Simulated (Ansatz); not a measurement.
# SiICl2 radical: a ladder of functionals and wavefunction methods

One table from this session's results is given with a row withheld; the runs are named, their logs left out.

The runs use Ansatz 0.2.0, Gaussian basis; functionals in def2-TZVPP, the program's frozen cores in correlated methods.

Plan: LDA (SPW92), PBE-D4, revPBE-D4, BLYP-D4, r2SCAN-D4, B97M-V, PBE0-D4, B3LYP-D4, r2SCANh-D4, r2SCAN0-D4, HSE06-D4, BHLYP-D4, CAM-B3LYP-D4, LC-ωPBE, ωB97X-V, ωB97M-V, B2PLYP, PBE-QIDH; CCSD(T)/def2-SVP; CCSD(T)/def2-TZVPP; MP2/def2-QZVPP; extrapolation to the limit; RPA on PBE.

1 further run of the same task is left out (for a known fault of the program). Runs told in other sessions of the task aren't counted.

## The geometry

The geometry comes from an earlier relaxation with PBE0-D4 in a triple-zeta def2 set; it is a stationary point. I takes the def2 core potential; no spin-orbit term is included.

4 atoms, charge 0, spin multiplicity 2.

Atoms are counted from 1 here; the program's logs count them from 0.

Bond lengths: Cl1–Si2 2.047 Å, Si2–Cl3 2.047 Å, Si2–I4 2.437 Å. Angles: Cl1–Si2–Cl3 108.4°, Cl1–Si2–I4 110.5°, Cl3–Si2–I4 110.5°.

Set-up of the first run:

Input file in.yaml:

```yaml
crystal:
  periodic: [false, false, false]
  atoms:
    - {symbol: Cl, position_ang: [-0.600282, -0.334081, 1.851372]}
    - {symbol: Si, position_ang: [-0.146477, -0.514635, -0.136859]}
    - {symbol: Cl, position_ang: [1.890796, -0.556855, -0.335200]}
    - {symbol: I, position_ang: [-1.088537, 1.345269, -1.399614]}
basis:
  gaussian: {orbitals: def2-TZVPP}
magnetization: {spin_polarized: true, initial_magnetization: 1}
hamiltonian: {xc: lda}
output: {orbitals: {seedname: orbitals}}
```

Command:

```bash
$ ansatz run in.yaml --threads 4 --pin off --events-out ev --progress --plain --max-ram 10444MiB
```

Steps of the session up to this table: LDA; PBE-D4 (GGA); revPBE-D4 (GGA); BLYP-D4 (GGA); r2SCAN-D4 (meta-GGA); B97M-V (meta-GGA); PBE0-D4 (hybrid); B3LYP-D4 (hybrid); r2SCANh-D4 (hybrid); r2SCAN0-D4 (hybrid); HSE06-D4 (hybrid); BHLYP-D4 (hybrid); CAM-B3LYP-D4 (range-separated); LC-ωPBE (range-separated); ωB97X-V (range-separated); ωB97M-V (range-separated); B2PLYP (double hybrid); PBE-QIDH (double hybrid).

One table of the session follows, with a row left open; its other results are not shown here.

It belongs to the step «Orbital energies across the functionals». 

| functional | HOMO (eV) | LUMO (eV) | gap (eV) |
| --- | --- | --- | --- |
| LDA (SPW92) | -5.73 | -4.78 | 0.95 |
| PBE-D4 | -5.70 | -4.37 | 1.33 |
| revPBE-D4 | ? | ? | ? |
| BLYP-D4 | -5.49 | -4.36 | 1.13 |
| r2SCAN-D4 | -6.09 | -3.95 | 2.14 |
| B97M-V | -5.82 | -4.28 | 1.54 |
| PBE0-D4 | -6.84 | -3.56 | 3.28 |
| B3LYP-D4 | -6.56 | -3.91 | 2.65 |
| r2SCANh-D4 | -6.50 | -3.67 | 2.83 |
| r2SCAN0-D4 | -7.12 | -3.26 | 3.86 |
| HSE06-D4 | -6.45 | -3.94 | 2.51 |
| BHLYP-D4 | -7.79 | -2.78 | 5.00 |
| CAM-B3LYP-D4 | -8.00 | -2.69 | 5.31 |
| LC-ωPBE | -9.37 | -1.35 | 8.02 |
| ωB97X-V | -8.89 | -1.82 | 7.07 |
| ωB97M-V | -8.54 | -1.97 | 6.57 |

Q: Estimate the row for revPBE-D4 from the others.

As computed: HOMO (eV): -5.67; LUMO (eV): -4.23; gap (eV): 1.44. In the column «HOMO (eV)» it lies between PBE-D4 (-5.70) and BLYP-D4 (-5.49).
